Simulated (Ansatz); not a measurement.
Working through a short molecular-dynamics run of YBPd3, space group Pm-3m

Program: Ansatz 0.2.0 through its Python package.

Run as a notebook:

**Cell 1**
```python
import warnings

import ansatz as az
import matplotlib.pyplot as plt
import numpy as np
```

**Cell 2**
```python
FUNCTIONAL = "pbesol"
KSPACING = 1.0
SMEARING = "fermi_dirac"
WIDTH_EV = 0.1
N_STEPS = 20
TEMPERATURE_K = 300
```

**Cell 3**
```python
warnings.simplefilter("ignore", az.DeckWarning)
```

**Cell 4**
```python
lattice = az.Lattice.of(
    (4.325036, 0.0, 0.0),
    (0.0, 4.325036, 0.0),
    (0.0, 0.0, 4.325036),
)
sites = [
    ("Y", (0.0, 0.0, 0.0)),
    ("B", (0.5, 0.5, 0.5)),
    ("Pd", (0.0, 0.5, 0.5)),
    ("Pd", (0.5, 0.5, 0.0)),
    ("Pd", (0.5, 0.0, 0.5)),
]
structure = az.Crystal(lattice=lattice)
for symbol, position in sites:
    structure = structure.atom(symbol, position)
```

**Cell 5**
```python
[site.symbol for site in structure.resolved().sites]
```
Output:
```text
['Y', 'B', 'Pd', 'Pd', 'Pd']
```

**Cell 6**
```python
# a small cell and a short run: a test of the set-up, no statistics
setup = (
    structure.supercell(2, 1, 1).calculation()
    .functional(FUNCTIONAL)
    .pseudopotentials("paw")
    .kpoints(spacing=KSPACING)
    .occupations(SMEARING, width=WIDTH_EV)
    .md("nvt_langevin", timestep=2.0, steps=N_STEPS, temperature=TEMPERATURE_K, initial_velocities="maxwell_boltzmann", seed=54)
)
steps = []
```

**Cell 7**
```python
def collect(event):
    if event["event"] == "md_step":
        steps.append(event["data"])
```

**Cell 8**
```python
out = setup.session().plan().execute(on_event=collect)
rep = out.report
```

**Cell 9**
```python
rep["n_kpoints"], rep["n_symmetry_ops"], rep["n_pw"]
```
Output:
```text
(4, 1, 3117)
```

**Cell 10**
```python
rep["n_electrons"]
```
Output:
```text
136.0
```

**Cell 11**
```python
for s in steps[::2]:
    print("%3d %7.1f fs  total %.4f eV  T %6.1f K" % (s["step"], s["time_fs"], s["lagrangian_ev"] + s["e_kin_ev"], s["temperature_k"]))
```
Output:
```text
  0     0.0 fs  total -49340.7978 eV  T  270.0 K
  2     4.0 fs  total -49340.7988 eV  T  255.9 K
  4     8.0 fs  total -49340.8306 eV  T  197.5 K
  6    12.0 fs  total -49340.8295 eV  T  161.7 K
  8    16.0 fs  total -49340.7867 eV  T  172.7 K
 10    20.0 fs  total -49340.7953 eV  T  168.2 K
 12    24.0 fs  total -49340.7475 eV  T  225.8 K
 14    28.0 fs  total -49340.7436 eV  T  256.5 K
 16    32.0 fs  total -49340.7405 eV  T  274.0 K
 18    36.0 fs  total -49340.7463 eV  T  265.3 K
 20    40.0 fs  total -49340.7162 eV  T  259.8 K
```

**Cell 12**
```python
temperature = np.array([s["temperature_k"] for s in steps])
print(f"mean temperature of the second half {temperature[len(steps) // 2 :].mean():.1f} K")
```
Output:
```text
mean temperature of the second half 242.9 K
```

**Cell 13**
```python
time = [s["time_fs"] for s in steps]
fig, ax = plt.subplots(figsize=(5, 3))
ax.plot(time, [s["lagrangian_ev"] - steps[0]["lagrangian_ev"] for s in steps], label="potential")
ax.plot(time, [s["e_kin_ev"] for s in steps], label="kinetic")
ax.set(xlabel="time (fs)", ylabel="energy (eV)")
ax.legend()
fig.tight_layout()
fig.savefig("md.png", dpi=100)
```

**Cell 14**
```python
print("last positions (A) and velocities (A/fs)")
for site, xyz, vel in zip(out.lattice.sites, steps[-1]["positions_ang"], steps[-1]["velocities_ang_fs"]):
    print(f"{site.symbol:2s}", " ".join(f"{v:8.4f}" for v in xyz), " ", " ".join(f"{v:9.5f}" for v in vel))
```
Output:
```text
last positions (A) and velocities (A/fs)
Y    0.0015   0.0159   0.0443    -0.00050   0.00025  -0.00039
B    2.2728   2.1416   2.1737     0.01149  -0.00427   0.00750
Pd   0.0598   2.2067   2.1798     0.00115   0.00032   0.00176
Pd   2.0873   2.0459   0.0206    -0.00039  -0.00383  -0.00068
Pd   2.1494   0.0041   2.0789     0.00012   0.00010  -0.00230
Y    4.3571   0.0166   0.0432     0.00035  -0.00011   0.00114
B    6.4604   2.1167   2.1417    -0.00390   0.00282  -0.00160
Pd   4.3252   2.1740   2.2068     0.00186  -0.00057   0.00114
Pd   6.5354   2.1312  -0.0373     0.00010  -0.00087  -0.00128
Pd   6.4304  -0.0562   2.1584    -0.00166  -0.00044   0.00037
```

Caveats:
- Absolute energies stand on the zero of these potentials, so only differences at equal settings mean something. A total without «per atom» is that of the whole cell that was run.
- No spin polarisation was allowed.
- Energy and stress may still move on a finer k-point mesh.
- The structure comes from a database of computed cells and needn't be a stable or known phase.
- A small cell, a coarse mesh and a very short run: it shows the set-up and gives no equilibrium averages.
- The whole script took 57 s on 1 thread of Arm Neoverse V2, with other jobs on the host, peak memory 0.56 GiB.
